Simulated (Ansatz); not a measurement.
This script drives Ansatz 0.2.0, Python API.

`field.py`:
```python
"""Dipole of CH5AlBN in the field of point charges."""

import ansatz as az
import numpy as np

GEOMETRY = """
B    -0.86040    1.66760   -1.29460
Al   -0.24430    0.15620   -0.12320
C     0.69750   -1.39190    0.39270
N    -0.03660   -0.87290    1.49800
H    -0.51720    1.81130   -2.43390
H    -1.68050    2.51080   -0.87470
H     0.38880   -2.36500    0.02740
H     1.85630   -1.26700    0.60210
H     0.48500   -0.29550    2.18920
"""

mol = az.Crystal.molecule()
for line in GEOMETRY.strip().splitlines():
    symbol, *xyz = line.split()
    mol = mol.atom(symbol, [float(v) for v in xyz])

job = (
    mol.calculation()
    .basis(gaussian="def2-SVPD")
    .functional("cam_b3lyp")
    .accuracy("high")
    .forces()
)
# charges +q and -q at -R and +R make a nearly even field 2 k q / R^2 at the centre
centre = np.mean([site.position_ang for site in mol.cartesian_sites], axis=0)
field = 2 * 14.399645 * 2.0 / 30.0 ** 2


def dipole(axis, sign):
    arm = 30.0 * np.eye(3)[axis]
    pair = [{"charge": sign * 2.0, "position_ang": (centre - arm).tolist()}, {"charge": -sign * 2.0, "position_ang": (centre + arm).tolist()}]
    deck = job.input().set(az.key.basis.gaussian.point_charges, pair)
    return np.array(az.Session.from_dict(deck).plan().execute().report["charge_distribution"]["dipole_moment_e_ang"])


print(f"field {field:.4f} V/A")
alpha = np.array([(dipole(axis, 1) - dipole(axis, -1)) / (2 * field) * 14.399645 for axis in range(3)])
print("polarisability tensor (A^3)")
print(np.array2string(alpha, precision=3, suppress_small=True))
print(f"mean {np.trace(alpha) / 3:.3f} A^3 = {np.trace(alpha) / 3 / 0.14818471:.2f} bohr^3")
```

It is started by `python field.py`. How long does it take on 1 thread of Arm Neoverse V2, on a shared host, and how much memory does it need?

It took about 100 s, with a peak of 0.62 GiB, for 6 runs of the engine.

```console
$ python field.py
field 0.0640 V/A
polarisability tensor (A^3)
[[ 8.936 -2.615  1.529]
 [-2.631 12.363 -3.227]
 [ 1.529 -3.229 11.39 ]]
mean 10.896 A^3 = 73.53 bohr^3
```

The settings weren't tested for convergence. The geometry is a force-field or estimated start, not a minimum of this method, and the basis set is short of its limit. The field of two point charges is only nearly even.

(Lines on the test bed's own set-up are left out of the output.)
